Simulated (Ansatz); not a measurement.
Geometry optimisation, DFT LDA, scalar-relativistic, plane waves, PAW (Ansatz).

The input (input.yaml):

```yaml
crystal:
  lattice:
    - [-4.1043, -4.1043, 0.0]
    - [4.1043, -4.1043, 0.0]
    - [0.0, 0.0, 5.2834]
  atoms:
    - { symbol: Si, position: [0.0, 0.5, 0.25] }
    - { symbol: O, position: [0.1947, 0.5, 0.0] }
    - { symbol: O, position: [0.0, 0.1947, 0.25] }
    - { symbol: O, position: [0.8053, 0.5, 0.0] }
    - { symbol: O, position: [0.0, 0.8053, 0.25] }
    - { symbol: Sb, position: [0.5, 0.5, 0.0] }
    - { symbol: Si, position: [0.0, 0.5, 0.75] }
    - { symbol: O, position: [0.1947, 0.5, 0.5] }
    - { symbol: O, position: [0.0, 0.1947, 0.75] }
    - { symbol: O, position: [0.8053, 0.5, 0.5] }
    - { symbol: O, position: [0.0, 0.8053, 0.75] }
    - { symbol: Si, position: [0.0, 0.0, 0.0] }
    - { symbol: Si, position: [0.5, 0.0, 0.25] }
    - { symbol: O, position: [0.6947, 0.0, 0.0] }
    - { symbol: O, position: [0.5, 0.6947, 0.25] }
    - { symbol: O, position: [0.3053, 0.0, 0.0] }
    - { symbol: O, position: [0.5, 0.3053, 0.25] }
    - { symbol: Si, position: [0.0, 0.0, 0.5] }
    - { symbol: Si, position: [0.5, 0.0, 0.75] }
    - { symbol: O, position: [0.6947, 0.0, 0.5] }
    - { symbol: O, position: [0.5, 0.6947, 0.75] }
    - { symbol: O, position: [0.3053, 0.0, 0.5] }
    - { symbol: O, position: [0.5, 0.3053, 0.75] }
total_charge: 1
basis:
  ecutwfc: 420.0
kpoints:
  mp_grid: { grid: [2, 2, 2] }
hamiltonian:
  xc: lda
  pseudopotentials: { kind: paw, azcp: { folder: soft_1 } }
scf:
  occupations: { method: fermi_dirac, width: 0.02 }
  lower_state_search: "off"
relax:
  f_tol: 0.03
  max_steps: 60
  adjacent_minimum: "off"
```

Command:

```bash
$ ansatz run input.yaml --threads 1 --pin off --max-ram 3072MiB --backend cpu --events-out ev --progress --plain --runs-dir out
```

Question: Where does it end, and by what steps?

Answer: It converged. The force dipped under the threshold on the way, but the program's further checks kept it going. Limits of this set-up: coarse k mesh, PAW files made for another functional, no spin, though dangling bonds at a vacancy may carry it, a small cell, in which the defect meets its images, a typed lattice constant that wasn't relaxed here, charged cell in a uniform background, uncorrected. After 6 steps the energy has fallen by 3.402 eV; O15 moved furthest, 0.17 Å.

```json
{"step": "0", "energy less start (eV)": "0.0000", "largest force component (eV/Å)": "5.524", "accepted": "yes"}
{"step": "1", "energy less start (eV)": "-2.9497", "largest force component (eV/Å)": "1.759", "accepted": "yes"}
{"step": "2", "energy less start (eV)": "-3.3749", "largest force component (eV/Å)": "0.449", "accepted": "yes"}
{"step": "3", "energy less start (eV)": "-3.3995", "largest force component (eV/Å)": "0.213", "accepted": "yes"}
{"step": "4", "energy less start (eV)": "-3.3999", "largest force component (eV/Å)": "0.160", "accepted": "yes"}
{"step": "5", "energy less start (eV)": "-3.4020", "largest force component (eV/Å)": "0.003", "accepted": "yes"}
{"step": "6", "energy less start (eV)": "-3.4020", "largest force component (eV/Å)": "0.003", "accepted": "yes"}
```

```xyz
23
Lattice="-4.1043 -4.1043 0.0000 4.1043 -4.1043 0.0000 0.0000 0.0000 5.2834" Properties=species:S:1:pos:R:3
Si 2.052 -2.052 1.352
O 1.314 -2.790 0.000
O 0.801 -0.801 1.323
O -1.314 -5.419 0.000
O 3.303 -3.303 1.323
Sb 0.000 -4.104 0.000
Si 2.052 -2.052 3.932
O 1.271 -2.833 2.642
O 0.801 -0.801 3.960
O -1.271 -5.376 2.642
O 3.303 -3.303 3.960
Si 0.000 0.000 0.000
Si -2.052 -2.052 1.342
O -2.862 -2.862 0.000
O 0.878 -4.983 1.445
O -1.242 -1.242 0.000
O -0.878 -3.226 1.445
Si 0.000 0.000 2.642
Si -2.052 -2.052 3.942
O -2.876 -2.876 2.642
O 0.878 -4.983 3.839
O -1.229 -1.229 2.642
O -0.878 -3.226 3.839
```

Whether the end is a true minimum wasn't checked by a vibrational analysis.

The run took 20 s on 1 thread of Intel(R) Xeon(R) 6975P-C (Granite Rapids) (shared host), peak memory 0.53 GiB.
